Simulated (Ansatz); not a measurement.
# Ti3Si2: properties of a relaxed candidate

This session takes a relaxed cell of Ti3Si2 and sets out to see whether it has a gap, which orbitals make up the states near it and how charge is shared.

Program: Ansatz 0.2.0. Level of theory: DFT PBE, scalar-relativistic, plane waves, PAW. These are calculated values, not measurements.

1 further run of the same task is left out (set aside as unsound or not needed). Runs told in other sessions of the task aren't counted.

**1. The structure to begin with**

The structure is hexagonal, space group P6_3/m (No. 176). The conventional cell has a = 6.500 Å, b = 6.500 Å, c = 4.468 Å, α = 90.00°, β = 90.00°, γ = 120.00°. Ti (site symmetry m) is surrounded by 5 Si at 2.60 to 2.76 Å and 2 Ti at 2.81 Å. Around Si (site symmetry -6) lie 9 Ti at 2.64 to 2.76 Å. Around Si (site symmetry -3) lie 2 Si at 2.23 Å and 6 Ti at 2.60 Å.

Structure file:

```xyz
10
Lattice="6.5003 0.0000 0.0000 -3.2501 5.6294 0.0000 0.0000 0.0000 4.4676" Properties=species:S:1:pos:R:3 pbc="T T T"
Ti    3.8852    3.3725    3.3507
Ti   -0.6351    2.2570    1.1169
Ti    4.2282    0.5785    3.3507
Ti   -0.9780    5.0509    1.1169
Ti    1.6371    1.6785    3.3507
Ti    1.6131    3.9510    1.1169
Si    0.0000    3.7529    3.3507
Si    3.2501    1.8765    1.1169
Si    0.0000    0.0000    0.0000
Si    0.0000    0.0000    2.2338
```

It is the end of an earlier relaxation with the same method, from a database cell with other species swapped in; it needn't be the stable form of this composition. At a tolerance of 0.05 Å it has space group P6_3/m (No. 176); it has 16.35 Å³/atom, an uncorrected energy of -0.38 eV/atom over the elements.

**2. Electronic structure at the relaxed geometry**

File input.yaml:

```yaml
crystal:
  lattice:
    - [6.5002937788, 0.0, 0.0]
    - [-3.2501468894, 5.6294195445, 0.0]
    - [0.0, 0.0, 4.4675765504]
  atoms:
    - { symbol: Ti, position: [0.8972359688, 0.5990761332, 0.75] }
    - { symbol: Ti, position: [0.1027640312, 0.4009238668, 0.25] }
    - { symbol: Ti, position: [0.7018401643, 0.1027640312, 0.75] }
    - { symbol: Ti, position: [0.2981598357, 0.8972359688, 0.25] }
    - { symbol: Ti, position: [0.4009238668, 0.2981598357, 0.75] }
    - { symbol: Ti, position: [0.5990761332, 0.7018401643, 0.25] }
    - { symbol: Si, position: [0.3333333333, 0.6666666667, 0.75] }
    - { symbol: Si, position: [0.6666666667, 0.3333333333, 0.25] }
    - { symbol: Si, position: [0.0, 0.0, 0.0] }
    - { symbol: Si, position: [0.0, 0.0, 0.5] }
basis:
  ecutwfc: 420
kpoints:
  mp_grid: { grid: [6, 6, 8] }
  band_path:
    path:
      - [[0.0, 0.0, 0.0], [0.5, 0.0, 0.0], [0.33333333, 0.33333333, 0.0], [0.0, 0.0, 0.0], [0.0, 0.0, 0.5], [0.5, 0.0, 0.5], [0.33333333, 0.33333333, 0.5], [0.0, 0.0, 0.5]]
      - [[0.5, 0.0, 0.5], [0.5, 0.0, 0.0]]
      - [[0.33333333, 0.33333333, 0.5], [0.33333333, 0.33333333, 0.0]]
    npoints: 14
hamiltonian:
  xc: pbe
scf:
  occupations: { method: gaussian, width: 0.1 }
  n_extra_bands: 25
output:
  forces: true
  stress: true
  eigenvalues: true
  populations: true
  dos: { projected: true, de: 0.02, nscf_kmesh: { grid: [8, 8, 10] } }
  bader: true
```

On the command line:

```console
$ ansatz run input.yaml --threads 1 --pin off --max-ram 2560MiB --backend cpu --events-out ev --progress --plain --runs-dir out
```

Before running it: what results should come out? Wanted: gap; states at the Fermi level; Bader charges.

As calculated:

| quantity | value |
| --- | --- |
| gap | none (metal) |
| states at the Fermi level | 12.88 per eV per cell |
| Bader charges | Ti +0.96, Si -1.82 to -1.07 e |

What this shows: There is no gap at this level. Of the projected weight within 0.25 eV of the Fermi level, the largest part is Ti 3d (87 %). Bader charges go up to 1.8 e.
